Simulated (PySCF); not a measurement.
**C4H4Se, 9 atoms: how the time falls with more hardware**

Wanted: the time that a single point at PBE takes for C4H4Se, and how the time changes with the share of the machine.

Program: PySCF 2.14.0 (single point, PBE, Gaussian basis). Host: Arm Neoverse N1, 56 cores, 56 hardware threads, 90 GiB; it was booked for these runs alone, one at a time. Each run is timed once from launch to exit, start-up included.

## (1) What is computed

A molecule of 9 atoms and 62 electrons, SMILES c1cc[se]c1, in the basis cc-pvdz.

## (2) Baseline

File input.py:

```python
from pyscf import gto, scf, dft, mp, cc
mol = gto.M(basis='cc-pvdz', verbose=4, max_memory=40000, atom='''
C 0.6200 -0.6700 -0.1300
C -0.7600 -0.5200 -0.1500
C -1.3200 0.7100 0.1200
Se 0.2600 1.9200 0.4700
C 1.4200 0.4200 0.1600
H 1.0600 -1.6300 -0.3500
H -1.3900 -1.3700 -0.3800
H -2.3900 0.8300 0.1000
H 2.5000 0.3100 0.1800
''')
mf = dft.RKS(mol, xc='pbe').density_fit()
mf.kernel()
mf.nuc_grad_method().kernel()
```

Run with:

```bash
$ OMP_NUM_THREADS=32 OPENBLAS_NUM_THREADS=1 OPENBLAS_CORETYPE=ARMV8 taskset -c 8-63 python input.py
```

The program printed:

```text
#INFO: **** input file is <dir> ****
from pyscf import gto, scf, dft, mp, cc
mol = gto.M(basis='cc-pvdz', verbose=4, max_memory=40000, atom='''
C 0.6200 -0.6700 -0.1300
C -0.7600 -0.5200 -0.1500
C -1.3200 0.7100 0.1200
Se 0.2600 1.9200 0.4700
C 1.4200 0.4200 0.1600
H 1.0600 -1.6300 -0.3500
H -1.3900 -1.3700 -0.3800
H -2.3900 0.8300 0.1000
H 2.5000 0.3100 0.1800
''')
mf = dft.RKS(mol, xc='pbe').density_fit()
mf.kernel()
mf.nuc_grad_method().kernel()
#INFO: ******************** input file end ********************

PySCF version 2.14.0
PySCF path  <dir>

[ENV] PYSCF_TMPDIR <dir>
[CONFIG] conf_file None
[INPUT] verbose = 4
[INPUT] num. atoms = 9
[INPUT] num. electrons = 62
[INPUT] charge = 0
[INPUT] spin (= nelec alpha-beta = 2S) = 0
[INPUT] symmetry False subgroup None
[INPUT] Mole.unit = angstrom
[INPUT] Symbol           X                Y                Z      unit          X                Y                Z       unit  Magmom
[INPUT]  1 C      0.620000000000  -0.670000000000  -0.130000000000 AA    1.171630197230  -1.266116503459  -0.245664396193 Bohr   0.0
[INPUT]  2 C     -0.760000000000  -0.520000000000  -0.150000000000 AA   -1.436191854669  -0.982657584774  -0.283458918685 Bohr   0.0
[INPUT]  3 C     -1.320000000000   0.710000000000   0.120000000000 AA   -2.494438484426   1.341705548441   0.226767134948 Bohr   0.0
[INPUT]  4 Se     0.260000000000   1.920000000000   0.470000000000 AA    0.491328792387   3.628274159165   0.888171278546 Bohr   0.0
[INPUT]  5 C      1.420000000000   0.420000000000   0.160000000000 AA    2.683411096882   0.793684972317   0.302356179930 Bohr   0.0
[INPUT]  6 H      1.060000000000  -1.630000000000  -0.350000000000 AA    2.003109692039  -3.080253583041  -0.661404143598 Bohr   0.0
[INPUT]  7 H     -1.390000000000  -1.370000000000  -0.380000000000 AA   -2.626719313145  -2.588924790654  -0.718095927335 Bohr   0.0
[INPUT]  8 H     -2.390000000000   0.830000000000   0.100000000000 AA   -4.516445437710   1.568472683389   0.188972612457 Bohr   0.0
[INPUT]  9 H      2.500000000000   0.310000000000   0.180000000000 AA    4.724315311413   0.585815098615   0.340150702422 Bohr   0.0

nuclear repulsion = 303.106894344655
number of shells = 38
number of NR pGTOs = 209
number of NR cGTOs = 103
basis = cc-pvdz
ecp = {}

******** <class 'pyscf.df.df_jk.DFRKS'> ********
method = DFRKS
initial guess = minao
damping factor = 0
level_shift factor = 0
DIIS = <class 'pyscf.scf.diis.CDIIS'>
diis_start_cycle = 1
diis_space = 8
diis_damp = 0
SCF conv_tol = 1e-09
SCF conv_tol_grad = None
SCF max_cycles = 50
direct_scf = False
chkfile to save SCF result = <dir>
max_memory 40000 MB (current use 106 MB)
XC library pyscf.dft.libxc version 7.0.0
    S. Lehtola, C. Steigemann, M. J.T. Oliveira, and M. A.L. Marques.,  SoftwareX 7, 1–5 (2018)
XC functionals = pbe
    J. P. Perdew, K. Burke, and M. Ernzerhof.,  Phys. Rev. Lett. 77, 3865 (1996)
    J. P. Perdew, K. Burke, and M. Ernzerhof.,  Phys. Rev. Lett. 78, 1396 (1997)
    J. P. Perdew, K. Burke, and M. Ernzerhof.,  Phys. Rev. Lett. 77, 3865 (1996)
    J. P. Perdew, K. Burke, and M. Ernzerhof.,  Phys. Rev. Lett. 78, 1396 (1997)
radial grids:
    Treutler-Ahlrichs [JCP 102, 346 (1995); DOI:10.1063/1.469408] (M4) radial grids

becke partition: Becke, JCP 88, 2547 (1988); DOI:10.1063/1.454033
pruning grids: <function nwchem_prune at 0xed8498d93420>
grids dens level: 3
symmetrized grids: False
atomic radii adjust function: <function treutler_atomic_radii_adjust at 0xed8498dd4360>
small_rho_cutoff = 0
Set gradient conv threshold to 3.16228e-05
Initial guess from minao.
tot grids = 116128
init E= -2555.39425368131
  HOMO = -0.26441887394026  LUMO = -0.121865219344845  gap/eV = 3.87908
cycle= 1 E= -2555.69969809088  delta_E= -0.305  |g|= 0.465  |ddm|= 3.22
  HOMO = -0.134011701832664  LUMO = -0.0202974138923939  gap/eV = 3.09432
cycle= 2 E= -2555.47392992376  delta_E= 0.226  |g|= 0.95  |ddm|= 1.51
  HOMO = -0.194281568901762  LUMO = -0.0483326165018032  gap/eV = 3.97147
cycle= 3 E= -2555.753103933  delta_E= -0.279  |g|= 0.162  |ddm|= 1.24
  HOMO = -0.206195343550368  LUMO = -0.0605348023448142  gap/eV = 3.96363
cycle= 4 E= -2555.7618446808  delta_E= -0.00874  |g|= 0.0529  |ddm|= 0.237
  HOMO = -0.204078134674094  LUMO = -0.0583870334616092  gap/eV = 3.96446
cycle= 5 E= -2555.76215499025  delta_E= -0.00031  |g|= 0.0385  |ddm|= 0.0771
  HOMO = -0.203781817370396  LUMO = -0.0582435310384031  gap/eV = 3.96030
cycle= 6 E= -2555.76254257932  delta_E= -0.000388  |g|= 0.0164  |ddm|= 0.0477
  HOMO = -0.204092620320651  LUMO = -0.0585032594455552  gap/eV = 3.96169
cycle= 7 E= -2555.76261632018  delta_E= -7.37e-05  |g|= 0.00567  |ddm|= 0.0198
  HOMO = -0.204155767459058  LUMO = -0.0585252898842965  gap/eV = 3.96281
cycle= 8 E= -2555.76262566365  delta_E= -9.34e-06  |g|= 0.00039  |ddm|= 0.00538
  HOMO = -0.204141511996455  LUMO = -0.0585135055614967  gap/eV = 3.96274
cycle= 9 E= -2555.76262571689  delta_E= -5.32e-08  |g|= 3.18e-05  |ddm|= 0.000484
  HOMO = -0.204144495590667  LUMO = -0.0585161582333154  gap/eV = 3.96275
cycle= 10 E= -2555.76262571721  delta_E= -3.22e-10  |g|= 1.01e-05  |ddm|= 4.96e-05
  HOMO = -0.204143332718979  LUMO = -0.0585153800046578  gap/eV = 3.96274
Extra cycle  E= -2555.76262571719  delta_E= 2.68e-11  |g|= 1.34e-05  |ddm|= 2.59e-05
converged SCF energy = -2555.76262571719

******** <class 'pyscf.df.grad.rks.Gradients'> for <class 'pyscf.df.df_jk.DFRKS'> ********
unit = Eh/Bohr
max_memory 40000 MB (current use 182 MB)
grid_response = False
--------------- DFRKS gradients ---------------
         x                y                z
0 C    -0.0306065277    -0.0045617561    -0.0017832834
1 C     0.0274176882    -0.0112113453    -0.0015464415
2 C    -0.0574101404     0.0049772242    -0.0010701213
3 Se     0.0180027787     0.0153762568     0.0042752990
4 C     0.0382908982     0.0058123583     0.0026659321
5 H    -0.0082024587     0.0135371749     0.0025725702
6 H     0.0092772556     0.0095218038     0.0026151059
7 H     0.0116928289    -0.0194211569    -0.0041735156
8 H    -0.0084504447    -0.0140202861    -0.0035650132
----------------------------------------------
```

Wall time 3.7 s, CPU time 60 s, peak memory 0.91 GiB, 10 SCF iterations in all (32 threads).

Size of the job: 62 electrons, 103 basis functions.

## (3) On 2 threads

input.py is that of step 2.

Run with:

```bash
$ OMP_NUM_THREADS=2 OPENBLAS_NUM_THREADS=1 OPENBLAS_CORETYPE=ARMV8 taskset -c 8-63 python input.py
```

The program printed:

```text
#INFO: **** input file is <dir> ****
from pyscf import gto, scf, dft, mp, cc
mol = gto.M(basis='cc-pvdz', verbose=4, max_memory=40000, atom='''
C 0.6200 -0.6700 -0.1300
C -0.7600 -0.5200 -0.1500
C -1.3200 0.7100 0.1200
Se 0.2600 1.9200 0.4700
C 1.4200 0.4200 0.1600
H 1.0600 -1.6300 -0.3500
H -1.3900 -1.3700 -0.3800
H -2.3900 0.8300 0.1000
H 2.5000 0.3100 0.1800
''')
mf = dft.RKS(mol, xc='pbe').density_fit()
mf.kernel()
mf.nuc_grad_method().kernel()
#INFO: ******************** input file end ********************

PySCF version 2.14.0
PySCF path  <dir>

[ENV] PYSCF_TMPDIR <dir>
[CONFIG] conf_file None
[INPUT] verbose = 4
[INPUT] num. atoms = 9
[INPUT] num. electrons = 62
[INPUT] charge = 0
[INPUT] spin (= nelec alpha-beta = 2S) = 0
[INPUT] symmetry False subgroup None
[INPUT] Mole.unit = angstrom
[INPUT] Symbol           X                Y                Z      unit          X                Y                Z       unit  Magmom
[INPUT]  1 C      0.620000000000  -0.670000000000  -0.130000000000 AA    1.171630197230  -1.266116503459  -0.245664396193 Bohr   0.0
[INPUT]  2 C     -0.760000000000  -0.520000000000  -0.150000000000 AA   -1.436191854669  -0.982657584774  -0.283458918685 Bohr   0.0
[INPUT]  3 C     -1.320000000000   0.710000000000   0.120000000000 AA   -2.494438484426   1.341705548441   0.226767134948 Bohr   0.0
[INPUT]  4 Se     0.260000000000   1.920000000000   0.470000000000 AA    0.491328792387   3.628274159165   0.888171278546 Bohr   0.0
[INPUT]  5 C      1.420000000000   0.420000000000   0.160000000000 AA    2.683411096882   0.793684972317   0.302356179930 Bohr   0.0
[INPUT]  6 H      1.060000000000  -1.630000000000  -0.350000000000 AA    2.003109692039  -3.080253583041  -0.661404143598 Bohr   0.0
[INPUT]  7 H     -1.390000000000  -1.370000000000  -0.380000000000 AA   -2.626719313145  -2.588924790654  -0.718095927335 Bohr   0.0
[INPUT]  8 H     -2.390000000000   0.830000000000   0.100000000000 AA   -4.516445437710   1.568472683389   0.188972612457 Bohr   0.0
[INPUT]  9 H      2.500000000000   0.310000000000   0.180000000000 AA    4.724315311413   0.585815098615   0.340150702422 Bohr   0.0

nuclear repulsion = 303.106894344655
number of shells = 38
number of NR pGTOs = 209
number of NR cGTOs = 103
basis = cc-pvdz
ecp = {}

******** <class 'pyscf.df.df_jk.DFRKS'> ********
method = DFRKS
initial guess = minao
damping factor = 0
level_shift factor = 0
DIIS = <class 'pyscf.scf.diis.CDIIS'>
diis_start_cycle = 1
diis_space = 8
diis_damp = 0
SCF conv_tol = 1e-09
SCF conv_tol_grad = None
SCF max_cycles = 50
direct_scf = False
chkfile to save SCF result = <dir>
max_memory 40000 MB (current use 106 MB)
XC library pyscf.dft.libxc version 7.0.0
    S. Lehtola, C. Steigemann, M. J.T. Oliveira, and M. A.L. Marques.,  SoftwareX 7, 1–5 (2018)
XC functionals = pbe
    J. P. Perdew, K. Burke, and M. Ernzerhof.,  Phys. Rev. Lett. 77, 3865 (1996)
    J. P. Perdew, K. Burke, and M. Ernzerhof.,  Phys. Rev. Lett. 78, 1396 (1997)
    J. P. Perdew, K. Burke, and M. Ernzerhof.,  Phys. Rev. Lett. 77, 3865 (1996)
    J. P. Perdew, K. Burke, and M. Ernzerhof.,  Phys. Rev. Lett. 78, 1396 (1997)
radial grids:
    Treutler-Ahlrichs [JCP 102, 346 (1995); DOI:10.1063/1.469408] (M4) radial grids

becke partition: Becke, JCP 88, 2547 (1988); DOI:10.1063/1.454033
pruning grids: <function nwchem_prune at 0xe294b8893420>
grids dens level: 3
symmetrized grids: False
atomic radii adjust function: <function treutler_atomic_radii_adjust at 0xe294b88d4360>
small_rho_cutoff = 0
Set gradient conv threshold to 3.16228e-05
[... 1 set-up line as earlier in the session ...]
tot grids = 116128
init E= -2555.39425368131
  HOMO = -0.264418873940273  LUMO = -0.121865219344847  gap/eV = 3.87908
cycle= 1 E= -2555.69969809088  delta_E= -0.305  |g|= 0.465  |ddm|= 3.22
  HOMO = -0.134011701832671  LUMO = -0.0202974138923495  gap/eV = 3.09432
cycle= 2 E= -2555.47392992376  delta_E= 0.226  |g|= 0.95  |ddm|= 1.51
  HOMO = -0.194281568901757  LUMO = -0.0483326165018121  gap/eV = 3.97147
cycle= 3 E= -2555.753103933  delta_E= -0.279  |g|= 0.162  |ddm|= 1.24
  HOMO = -0.206195343550368  LUMO = -0.0605348023448107  gap/eV = 3.96363
cycle= 4 E= -2555.7618446808  delta_E= -0.00874  |g|= 0.0529  |ddm|= 0.237
  HOMO = -0.204078134674078  LUMO = -0.0583870334616057  gap/eV = 3.96446
cycle= 5 E= -2555.76215499025  delta_E= -0.00031  |g|= 0.0385  |ddm|= 0.0771
  HOMO = -0.203781817370383  LUMO = -0.0582435310383942  gap/eV = 3.96030
cycle= 6 E= -2555.76254257931  delta_E= -0.000388  |g|= 0.0164  |ddm|= 0.0477
  HOMO = -0.204092620320655  LUMO = -0.0585032594455717  gap/eV = 3.96169
cycle= 7 E= -2555.76261632018  delta_E= -7.37e-05  |g|= 0.00567  |ddm|= 0.0198
  HOMO = -0.204155767459064  LUMO = -0.0585252898843112  gap/eV = 3.96281
cycle= 8 E= -2555.76262566365  delta_E= -9.34e-06  |g|= 0.00039  |ddm|= 0.00538
  HOMO = -0.204141511996461  LUMO = -0.0585135055615122  gap/eV = 3.96274
cycle= 9 E= -2555.76262571689  delta_E= -5.32e-08  |g|= 3.18e-05  |ddm|= 0.000484
  HOMO = -0.204144495590666  LUMO = -0.0585161582333149  gap/eV = 3.96275
cycle= 10 E= -2555.76262571721  delta_E= -3.19e-10  |g|= 1.01e-05  |ddm|= 4.96e-05
  HOMO = -0.204143332719033  LUMO = -0.0585153800047045  gap/eV = 3.96274
Extra cycle  E= -2555.76262571718  delta_E= 2.77e-11  |g|= 1.34e-05  |ddm|= 2.59e-05
converged SCF energy = -2555.76262571718

******** <class 'pyscf.df.grad.rks.Gradients'> for <class 'pyscf.df.df_jk.DFRKS'> ********
unit = Eh/Bohr
max_memory 40000 MB (current use 130 MB)
grid_response = False
--------------- DFRKS gradients ---------------
         x                y                z
0 C    -0.0306065277    -0.0045617561    -0.0017832834
1 C     0.0274176882    -0.0112113453    -0.0015464415
2 C    -0.0574101404     0.0049772242    -0.0010701213
3 Se     0.0180027787     0.0153762568     0.0042752990
4 C     0.0382908982     0.0058123583     0.0026659321
5 H    -0.0082024587     0.0135371749     0.0025725702
6 H     0.0092772556     0.0095218038     0.0026151059
7 H     0.0116928289    -0.0194211569    -0.0041735156
8 H    -0.0084504447    -0.0140202861    -0.0035650132
----------------------------------------------
```

Wall time 14 s, CPU time 26 s, peak memory 0.91 GiB, 10 SCF iterations in all (2 threads).

## (4) Speed-up with more threads

| threads | wall time | speed-up | efficiency | CPU time |
| --- | --- | --- | --- | --- |
| 2 | 14 s | 1 | 100 % | 26 s |
| 32 | 3.7 s | 3.7 | 23 % | 60 s |

## (5) Outcome

| quantity | value |
| --- | --- |
| reference | 3.7 s on 32 threads |
| fastest over threads | 3.7 s on 32 |
| speed-up from 2 to 32 threads | 3.7 (23 % efficient) |

In words: Going from 2 to 32 threads cuts the time by a factor of 3.7, 23 % of the ideal. The figures hold for this build, input and host.
